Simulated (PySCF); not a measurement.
# H₆N₂SSi: geometry, spin-spin couplings

Aim: predict the spin-spin couplings of H₆N₂SSi (`N[SiH](N)S`).

Computed with PySCF 2.14.0, with density-fitted response routines of our own, on a single molecule in the gas phase. Atoms count from 0, in the outputs and in this text.

## (1) The molecule as given

10 atoms, charge 0, multiplicity 1; geometry from: GFN2-xTB. The atoms were then displaced at random by about 0.01 Å, so the start is not that level's minimum.

Bonds of the start (Å): N0–Si1 1.69, Si1–N2 1.73, Si1–S3 2.19, N0–H4 1.03, N0–H5 1.02, Si1–H6 1.46, N2–H7 1.01, N2–H8 1.00, S3–H9 1.30.

## (2) Optimising the geometry at PBE0-D3(BJ)/def2-SVP

Job settings and geometry (Å):

```
{"job": {"xc": "PBE0", "basis": "def2-SVP", "d3": "d3bj", "grid": 1, "shake": 0.01, "kind": "geom"}, "charge": 0, "multiplicity": 1}
N     -0.218030     1.474120    -0.146340
Si     0.077150    -0.105810     0.382610
N     -0.977670    -1.324240    -0.244190
S      2.029970    -0.651560    -0.435710
H     -1.076530     1.953700     0.157550
H     -0.065260     1.740430    -1.116650
H      0.203430    -0.007270     1.837160
H     -0.581670    -2.245700    -0.383850
H     -1.919620    -1.352430     0.081740
H      2.578670     0.497820    -0.153380
```

Command:

```bash
$ OMP_NUM_THREADS=1 python probes_run.py task.json out
```

The driver reads the jobs from task.json and runs them one after another.

**Question.** This job is followed by: B3LYP/6-31G* indirect spin-spin coupling, non-relativistic, gas phase. What will the session give for the following? point group; rotational constants (main isotopes); largest coupling of the table (B3LYP/6-31G*).

As calculated:

| quantity | value |
| --- | --- |
| point group | C1 |
| rotational constants (main isotopes) | 6.37, 3.08, 2.33 GHz |
| largest coupling of the table (B3LYP/6-31G*) | ¹J(Si,H) Si1–H6, -213.5 Hz |

**Reading.** Relaxing lowered the energy by 0.275 eV in 15 steps; the close pair that moved most is S3–H9, from 1.305 to 1.350 Å. No frequency check was run at this level, so the end point may be a saddle. In the run at B3LYP/6-31G*, the largest coupling of the table is Si1–H6, -213.5 Hz, of which the Fermi-contact term gives -213.5 Hz. Couplings from bases without tight functions are rough.
